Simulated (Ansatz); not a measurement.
**CH₃AlF₂: vertical ionisation energy**

An exercise on one series of results from a longer session: the logs are not shown, and one member is left open.

Method: unrestricted cation, the program's frozen cores in correlated methods; program: Ansatz 0.2.0, Gaussian basis.

The runs, in order: UKS PBE-D4/def2-TZVPP; UKS r2SCAN-D4/def2-TZVPP; UKS PBE0-D4/def2-TZVPP; UKS B3LYP-D4/def2-TZVPP; UKS wB97X-V/def2-TZVPP; UKS wB97M-V/def2-TZVPP; UKS B2PLYP/def2-TZVPP; UHF-CCSD(T)/def2-TZVPP; UHF-MP2/def2-QZVPP; extrapolation to the limit; then −ε(HOMO) from the neutral's earlier runs with LDA (SPW92), PBE-D4, revPBE-D4, BLYP-D4, r2SCAN-D4, B97M-V, PBE0-D4, B3LYP-D4, r2SCANh-D4, r2SCAN0-D4, HSE06-D4, BHLYP-D4, CAM-B3LYP-D4, LC-ωPBE, ωB97X-V, ωB97M-V.

## The geometry

The geometry comes from an earlier relaxation with PBE0-D4 in a triple-zeta def2 set; it is a stationary point, not always the lowest conformer.

SMILES `[CH3][Al]([F])[F]`, 7 atoms, charge 0, spin multiplicity 1.

Atoms are counted from 1 here; the program's logs count them from 0.

Bond lengths: C1–Al2 1.926 Å, C1–H5 1.091 Å, C1–H6 1.093 Å, C1–H7 1.093 Å, Al2–F3 1.644 Å, Al2–F4 1.644 Å. Angles: Al2–C1–H5 111.8°, Al2–C1–H6 110.6°, Al2–C1–H7 110.6°, H5–C1–H6 108.4°, H5–C1–H7 108.4°, H6–C1–H7 106.8°, C1–Al2–F3 121.5°, C1–Al2–F4 122.4°, F3–Al2–F4 116.1°.

Set-up of the first run:

in.yaml

```yaml
crystal:
  periodic: [false, false, false]
  atoms:
    - {symbol: C, position_ang: [-0.253552, 0.825862, -0.238718]}
    - {symbol: Al, position_ang: [0.293123, -0.956217, 0.245542]}
    - {symbol: F, position_ang: [1.513171, -1.219526, 1.315503]}
    - {symbol: F, position_ang: [-0.423417, -2.297642, -0.378636]}
    - {symbol: H, position_ang: [-1.075800, 0.815979, -0.956116]}
    - {symbol: H, position_ang: [-0.573396, 1.384518, 0.645143]}
    - {symbol: H, position_ang: [0.581070, 1.378926, -0.678219]}
basis:
  gaussian: {orbitals: def2-TZVPP}
total_charge: 1
magnetization: {spin_polarized: true, initial_magnetization: 1}
hamiltonian: {xc: pbe, dispersion: d4}
```

Among the steps run: Cation, UKS PBE-D4/def2-TZVPP; Cation, UKS r2SCAN-D4/def2-TZVPP; Cation, UKS PBE0-D4/def2-TZVPP; Cation, UKS B3LYP-D4/def2-TZVPP; Cation, UKS wB97X-V/def2-TZVPP; Cation, UKS wB97M-V/def2-TZVPP; Cation, UKS B2PLYP (frozen core)/def2-TZVPP; Cation, UHF-CCSD(T)/def2-TZVPP; Cation, UHF-MP2/def2-QZVPP.

One of the session's tables, all rows but one given; the rest of the session is left out.

It belongs to the step «Ionisation energies side by side». Orbital estimates, from the neutral's runs:

| functional | −ε(HOMO) (eV) |
| --- | --- |
| LDA (SPW92) | 8.10 |
| PBE-D4 | 7.92 |
| revPBE-D4 | 7.84 |
| BLYP-D4 | 7.80 |
| r2SCAN-D4 | 8.19 |
| B97M-V | 8.26 |
| PBE0-D4 | 9.31 |
| B3LYP-D4 | ? |
| r2SCANh-D4 | 8.71 |
| r2SCAN0-D4 | 9.49 |
| HSE06-D4 | 8.90 |
| BHLYP-D4 | 10.60 |
| CAM-B3LYP-D4 | 10.75 |
| LC-ωPBE | 12.13 |
| ωB97X-V | 11.74 |
| ωB97M-V | 11.59 |

**Question.** Estimate the row for B3LYP-D4.

Worked estimate for «−ε(HOMO) (eV)». Against the share of exact exchange, BLYP-D4 (0, 7.80), BHLYP-D4 (0.5, 10.60) give a slope of 5.60 per unit share; at 0.2 the line stands at 8.92.

**Answer.** −ε(HOMO) (eV): 9.08. In «−ε(HOMO) (eV)» the line misses by -0.16.
